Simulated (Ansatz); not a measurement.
This script makes an equation of state with a fit of ZnMo3, space group Pm-3m with the Python package of Ansatz (0.2.0).

Script `run_eos.py`:
```python
"""Bulk modulus of ZnMo3 from an E(V) curve."""

import ansatz as az
import numpy as np
from scipy.optimize import curve_fit

SIGMA = 0.1
ECUT = 500
KMESH = (6, 6, 6)

vectors0 = np.array([
    [3.9432, 0.0, 0.0],
    [0.0, 3.9432, 0.0],
    [0.0, 0.0, 3.9432],
])
sites = [
    ("Zn", (0.0, 0.0, 0.0)),
    ("Mo", (0.0, 0.5, 0.5)),
    ("Mo", (0.5, 0.0, 0.5)),
    ("Mo", (0.5, 0.5, 0.0)),
]


def build(cell):
    crystal = az.Crystal(lattice=az.Lattice.of(cell))
    for symbol, position in sites:
        crystal = crystal.atom(symbol, position)
    return crystal

def vinet(v, e0, v0, b0, b1):
    eta = (v / v0) ** (1 / 3)
    return e0 + 2 * b0 * v0 / (b1 - 1) ** 2 * (2 - (5 + 3 * b1 * (eta - 1) - 3 * eta) * np.exp(-1.5 * (b1 - 1) * (eta - 1)))

# scale the volume, keep shape and fractions
volumes, energies = [], []
for scale in np.linspace(0.9, 1.1, 9):
    cell = vectors0 * scale ** (1 / 3)
    calculation = (
        build(cell).calculation()
        .pseudopotentials("paw")
        .occupations(az.OccupationsMethod.METHFESSEL_PAXTON, width=SIGMA)
        .functional(az.Functional.PBE)
        .basis(ECUT)
        .kpoints(*KMESH)
    )
    rep = calculation.run().report
    volumes.append(abs(np.linalg.det(cell)) / len(sites))
    energies.append(rep["free_energy_ev"] / len(sites))
    print(f"V = {volumes[-1]:8.4f} A^3/atom  F = {energies[-1]:.5f} eV/atom")

guess = (min(energies), volumes[int(np.argmin(energies))], 0.5, 4.5)
(e0, v0, b0, b1), _ = curve_fit(vinet, np.array(volumes), np.array(energies), p0=guess, maxfev=20000)
print(f"Vinet fit: V0 = {v0:.4f} A^3/atom, B0 = {160.21766 * b0:.1f} GPa, B1 = {b1:.2f}")
print("largest residual", round(1000 * float(np.abs(vinet(np.array(volumes), e0, v0, b0, b1) - energies).max()), 3), "meV/atom")
```

From its runs, with one value withheld:

| V (Å³/atom) | F less the lowest row shown (meV/atom) |
| --- | --- |
| 13.795 | ? |
| 14.178 | 52.98 |
| 14.562 | 19.65 |
| 14.945 | 2.67 |
| 15.328 | 0.00 |
| 15.711 | 9.82 |
| 16.094 | 30.57 |
| 16.478 | 60.85 |
| 16.861 | 99.45 |

What is the missing energy at 13.795 Å³ an atom?

A third-order Birch-Murnaghan fit, E = E0 + (9 V0 B0 / 16) [(t - 1)³ B' + (t - 1)² (6 - 4t)] with t = (V0/V)^(2/3), through the 8 rows shown gives V0 = 15.212 Å³, B0 = 215.6 GPa, B' = 4.37 and E0 = -0.58 meV. At V = 13.795 Å³, t = 1.06734, and the fit extrapolates to 105.14 meV. The run gave 105.05 meV, a miss of 0.09 meV.

For a metal this k-point mesh is coarse: on a finer one energies can move by several to tens of meV an atom and pressures by half a GPa or more, differences at one mesh by less. This cell is a computed structure, which may not be the phase found in nature. Run time: 13 s on 1 thread of Intel(R) Xeon(R) Platinum 8488C (Sapphire Rapids), with other jobs on the host, peak memory 0.49 GiB.
